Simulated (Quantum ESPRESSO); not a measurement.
Ge:

```xyz
2
Lattice="0.0000 2.8287 2.8287 2.8287 0.0000 2.8287 2.8287 2.8287 0.0000" Properties=species:S:1:pos:R:3 pbc="T T T"
Ge    0.0000    0.0000    0.0000
Ge    1.4144    1.4144    1.4144
```

Base run:

```yaml
Program: Quantum ESPRESSO 7.5
Functional: PBE
Potentials_or_basis: SSSP 1.3 efficiency PBE
Cutoff: 748 eV
Density_cutoff: 5987 eV
k_mesh: 10 × 10 × 10
Occupations: fermi-dirac, width 0.05 eV
Spin: no spin polarisation
```

Its results: band gap on the k mesh none (metal or under the smearing width); pressure 3.6 GPa.

Question: The run is repeated on the same cell with these changes: functional from PBE to PBEsol; potentials or basis from SSSP 1.3 efficiency PBE to GBRV 1.5 PBEsol; cutoff from 748 eV to 612 eV; density cutoff from 5987 eV to 4898 eV. What comes out?

Answer: Band gap on the k mesh none (metal or under the smearing width); pressure 0.4 GPa.

Caveats: this crystal is a semiconductor, whose small gap the functional closes, so the metal is an error of the method.

Not every run made on this cell is shown here.
